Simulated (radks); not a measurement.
# Excited configurations of Tl¹⁶⁺

The task here is to estimate one member of a computed series from the others.

Method: Dirac Kohn-Sham, PBE, spin-unpolarised, spherical densities, finite nucleus; open shells are shared between the two j in proportion to 2j + 1. Code: radks (a radial shooting solver on a logarithmic mesh, Libxc functionals) version 1.

## The system

| Item | Value |
| --- | --- |
| element | thallium (Z = 81) |
| charge | +16 |
| electrons | 65 |
| configuration | [Kr] 4d10 4f14 5s2 5p3 |
| nuclear rms radius | 5.4759 fm |

Outer shells as boxes (Hund's rule):

Tl¹⁶⁺
```
[Kr] core
4d [↑↓][↑↓][↑↓][↑↓][↑↓]
4f [↑↓][↑↓][↑↓][↑↓][↑↓][↑↓][↑↓]
5s [↑↓]
5p [↑ ][↑ ][↑ ]
```

Set-up of the first run:

Settings of this run:

```text
Z 81
configuration [Kr] 4d10 4f14 5s2 5p3
relativity Dirac
functional pbe,pbe
spin unpolarised
j_filling average
nucleus finite rms 5.4759 fm
c 137.035999084
```

Steps of the session up to this table: Ground configuration: [Kr] 4d10 4f14 5s2 5p3.

One of the session's tables, all rows but one given; the rest of the session is left out.

It belongs to the step «Ground configuration: [Kr] 4d10 4f14 5s2 5p3». From the orbitals of this run (lengths in bohr):

| level | <r> | outermost maximum (interpolated) | 90 % within | nodes |
| --- | --- | --- | --- | --- |
| 4p3/2 | 0.4255 | 0.398 | 0.616 | 2 |
| 4d3/2 | 0.4299 | 0.389 | 0.640 | 1 |
| 4d5/2 | 0.4406 | 0.399 | 0.655 | 1 |
| 4f5/2 | 0.4502 | 0.353 | 0.709 | 0 |
| 4f7/2 | 0.4557 | 0.357 | 0.717 | 0 |
| 5s1/2 | 0.8168 | 0.782 | 1.15 | 4 |
| 5p1/2 | ? | ? | ? | ? |
| 5p3/2 | 0.9096 | 0.871 | 1.28 | 3 |

Estimate the missing values for 5p1/2.

The run gave: <r>: 0.8513; outermost maximum (interpolated): 0.811; 90 % within: 1.20; nodes: 3. In the column «<r>» it lies between 5s1/2 (0.8168) and 5p3/2 (0.9096).

Limits of these values: Spin polarisation and multiplet splitting are left out, so open shells lie too high by an amount that depends on their filling.
